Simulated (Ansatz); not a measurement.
**CH6GaN (SMILES [CH3][GaH][NH2]): PBE-QIDH/6-31G(d) (spherical functions)**

Aim: the electronic atomisation energy of CH6GaN at PBE-QIDH/6-31G* (spherical functions), from 5 runs. 

The calculation is run with Ansatz 0.2.0.

65 further runs of the same task are left out: 1 that didn't finish, 64 set aside as unsound or not needed.

### 1 Starting point

CH6GaN has 9 atoms, charge 0, and is taken as a singlet. As SMILES, `[CH3][GaH][NH2]`. The shape is that of a PBE0-D4/def2-TZVP optimisation.

Bond lengths: C1–Ga2 1.962 Å, Ga2–N3 1.819 Å, C1–H4 1.093 Å, C1–H5 1.093 Å, C1–H6 1.091 Å, Ga2–H7 1.566 Å, N3–H8 1.006 Å, N3–H9 1.006 Å. Some angles: C1–Ga2–N3 118.1°, C1–Ga2–H7 126.4°, N3–Ga2–H7 115.5°, Ga2–C1–H4 110.4°, Ga2–C1–H5 110.5°, Ga2–C1–H6 111.7°, Ga2–N3–H8 124.0°, Ga2–N3–H9 124.3°, H4–C1–H5 107.2°, H4–C1–H6 108.5°.

### 2 A single-point energy at PBE-QIDH/6-31G(d) (spherical functions)

The input, molecule.yaml:

```yaml
crystal:
  periodic: [false, false, false]
  atoms:
    - {symbol: C, position_ang: [-0.279100, 0.944700, -1.124800]}
    - {symbol: Ga, position_ang: [0.513400, -0.531900, -0.104400]}
    - {symbol: "N", position_ang: [-0.068200, -0.807600, 1.596800]}
    - {symbol: H, position_ang: [-0.756000, 0.568300, -2.033100]}
    - {symbol: H, position_ang: [0.493400, 1.652200, -1.435600]}
    - {symbol: H, position_ang: [-1.026300, 1.483500, -0.540100]}
    - {symbol: H, position_ang: [1.617900, -1.521300, -0.608700]}
    - {symbol: H, position_ang: [0.276500, -1.536600, 2.197700]}
    - {symbol: H, position_ang: [-0.771600, -0.251300, 2.052200]}
basis:
  gaussian:
    orbitals: 6-31G_st_-spherical.json
output: {orbitals: {seedname: orbitals}}
accuracy: high
hamiltonian:
  xc: {name: PBE-QIDH}
correlation:
  frozen_orbitals: {C: 1, Ga: 9, H: 0, "N": 1}
```

The basis set 6-31G* is read from a file made from the Basis Set Exchange's data (not shown).

Launch:

```sh
$ ansatz run molecule.yaml --threads 1 --pin off --max-ram 3480MiB --events-out events.jsonl --progress --plain --runs-dir runs
```

Standard output:

```text
Warning: RAYON_NUM_THREADS=1 ignored (pool sized by the plan → 1); use --threads N
Functional definition: PBE-QIDH
  name "PBE-QIDH"
  parameter a = 3^(-1/3)
  parameter c = 1/3
  exchange = (1 - a)*pbe_x + a*exact_x
  correlation = (1 - c)*pbe_c + c*(mp2_os + mp2_ss)
1652 factors; integrals over basis functions are off by at most 4.7e-9 eV
mean field evaluation 1: about -54964.9872 eV, gradient 4.5e1 eV
mean field evaluation 2: about -54965.0408 eV, gradient 4.5e1 eV
mean field evaluation 4: about -54969.3913 eV, gradient 3.9e0 eV
mean field evaluation 8: about -54969.4323 eV, gradient 4.0e-2 eV
mean field evaluation 16: about -54969.4323 eV, gradient 6.2e-6 eV
mean field -54969.43230637 eV, -2020.0893776396 hartree, gradient 2.4e-8 eV, S^2 0.000000; 0 other end points of the search recorded, 0 dependent functions left out
11 core orbitals not correlated: weight in the atoms' cores, before any rotation towards them, 1.000 or more for the frozen orbitals, at most 0.000 for the correlated occupied ones
reference -54969.43230776 eV, -2020.0893776909 hartree; 14, 14 occupied and 47, 47 virtual orbitals, 1652 factors
second order -16.58146087 eV of doubles, -0.00000000 eV of singles
Total energy: -54974.95946139 eV, -2020.2924968401 hartree
```

It took 9.3 s on 1 thread of Arm Neoverse V1, shared host; peak memory 0.23 GiB.

### 3 The C atom at the same level

The input, in.yaml:

```yaml
crystal:
  periodic: [false, false, false]
  atoms:
    - {symbol: C, position_ang: [0.000000, 0.000000, 0.000000]}
basis:
  gaussian:
    orbitals: 6-31G_st_-spherical.json
total_charge: 0
magnetization:
  spin_polarized: true
  initial_magnetization: 2
hamiltonian:
  xc: {name: PBE-QIDH}
correlation:
  frozen_orbitals: {C: 1}
accuracy: high
```

The basis set 6-31G* is read from a file made from the Basis Set Exchange's data (not shown).

Run the same way, it converges to -37.78314 Eh (log not shown).

### 4 The Ga atom

The input, in.yaml:

```yaml
crystal:
  periodic: [false, false, false]
  atoms:
    - {symbol: Ga, position_ang: [0.000000, 0.000000, 0.000000]}
basis:
  gaussian:
    orbitals: 6-31G_st_-spherical.json
magnetization:
  spin_polarized: true
  initial_magnetization: 1
hamiltonian:
  xc: {name: PBE-QIDH}
correlation:
  frozen_orbitals: {Ga: 9}
accuracy: high
```

The basis set 6-31G* is read from a file made from the Basis Set Exchange's data (not shown).

Run the same way, it converges to -1923.94112 Eh (log not shown).

### 5 The H atom at the same level

The input, input.yaml:

```yaml
crystal:
  periodic: [false, false, false]
  atoms:
    - symbol: H
      position_ang: [0.000000, 0.000000, 0.000000]
basis:
  gaussian: {orbitals: "6-31G*"}
magnetization: {spin_polarized: true, initial_magnetization: 1}
hamiltonian: {xc: {name: PBE-QIDH}}
correlation: {frozen_orbitals: {H: 0}}
accuracy: high
```

Run the same way, it converges to -0.50012 Eh (log not shown).

### 6 The N atom

The input, job.yaml:

```yaml
crystal:
  periodic: [false, false, false]
  atoms:
    - {symbol: "N", position_ang: [0.000000, 0.000000, 0.000000]}
basis:
  gaussian:
    orbitals: 6-31G_st_-spherical.json
magnetization:
  spin_polarized: true
  initial_magnetization: 3
hamiltonian:
  xc: {name: PBE-QIDH}
correlation:
  frozen_orbitals: {"N": 1}
accuracy: high
```

The basis set 6-31G* is read from a file made from the Basis Set Exchange's data (not shown).

Run the same way, it converges to -54.51444 Eh (log not shown).

### 7 Results

At PBE-QIDH/6-31G* (spherical functions), 11 core orbitals frozen:

```
                                     quantity           value
                       molecule: total energy  -2020.29250 Eh
  molecule: HOMO energy (SCF part's orbitals)        -9.16 eV
  molecule: LUMO energy (SCF part's orbitals)         1.33 eV
molecule: HOMO–LUMO gap (SCF part's orbitals)        10.49 eV
                         C atom: total energy    -37.78314 Eh
                                 C atom: ⟨S²⟩           2.003
                        Ga atom: total energy  -1923.94112 Eh
                                Ga atom: ⟨S²⟩           0.755
                         H atom: total energy     -0.50012 Eh
                                 H atom: ⟨S²⟩           0.750
                         N atom: total energy    -54.51444 Eh
                                 N atom: ⟨S²⟩           3.753
                electronic atomisation energy       28.656 eV
```

In words: Taking the molecule apart into free atoms costs 28.66 eV (661 kcal/mol), before zero-point energy and without spin-orbit coupling.
